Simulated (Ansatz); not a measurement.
NaLaMnMoO6:

```xyz
10
Lattice="4.7224 -2.7369 0.0020 4.7224 2.7369 0.0020 -3.1780 0.0000 4.4700" Properties=species:S:1:pos:R:3 pbc="T T T"
Na   -0.0031    0.0000    3.3293
La    6.2777    0.0000    1.1522
Mn    3.1283    0.0000    2.2333
Mo    0.0068    0.0000    0.0051
O     4.1282    1.3576    1.2770
O     4.1282   -1.3576    1.2770
O     1.7822    0.0000    0.8403
O     4.4845    0.0000    3.6293
O     2.1325    1.3554    3.1991
O     2.1325   -1.3554    3.1991
```

The cell was built by a generator and needn't be a form met in nature.

```yaml
Program: Ansatz 0.2.0
Task: relaxation of cell and atoms
Functional: r2SCAN
Dispersion: D4
Potentials_or_basis: Ansatz PAW
Cutoff: "500 eV (not typed: the program's choice for these potentials)"
k_mesh: 5 × 5 × 5
Occupations: fermi-dirac, width 0.05 eV
Spin: collinear spin, ferromagnetic start
Starting_moments: "[0.0, 0.0, 4.0, 1.0, 0.0, 0.0, 0.0, 0.0, 0.0, 0.0] μB"
```

At the start: volume 11.56 Å³/atom.

Task: How do energy, volume and symmetry change on relaxing?

Result: It ends after 13 steps and the volume is 12.16 Å³/atom (+5.2 %); space group Cm (No. 8, to 0.05 Å); moment 4.98 μB per cell.

The path:
```csv
step,energy change (eV),largest force (eV/Å),volume (Å³)
1,0.0000,0.5282,115.58
2,-0.0309,0.2397,114.22
3,-0.0542,0.2209,115.32
4,-0.1135,0.3024,117.80
5,-0.1869,0.3784,120.55
6,-0.2129,0.2160,121.19
7,-0.2162,0.3124,122.13
8,-0.2258,0.0791,121.44
9,-0.2263,0.0974,121.70
10,-0.2267,0.0493,121.53
11,-0.2271,0.0200,121.54
12,-0.2271,0.0061,121.58
13,-0.2306,0.0060,121.58
```

Final structure:
```
Na La Mn Mo O
1.0
     4.81376   -2.78334    0.01490
     4.81376    2.78334    0.01490
    -3.22728    0.00000    4.52710
Na La Mn Mo O
1 1 1 1 6
Direct
  0.25716 0.25716 0.74571
  0.75483 0.75483 0.26702
  0.50556 0.50556 0.51284
  0.00572 0.00572 0.00573
  0.28801 0.79849 0.27702
  0.79849 0.28801 0.27702
  0.23524 0.23524 0.14612
  0.76086 0.76086 0.85557
  0.18555 0.70888 0.70742
  0.70888 0.18555 0.70742
```

Caveat: the magnetic or orbital state may not be the lowest; the plane-wave basis is chosen anew once the cell has moved, so the energies of steps on either side of that aren't comparable; a cell with one magnetic atom can't hold antiferromagnetic order, which such compounds often take; the PAW data sets come from PBE, with cores solved anew for the run's functional, which leaves a small shift of forces and pressure; the starting moments weren't kept.
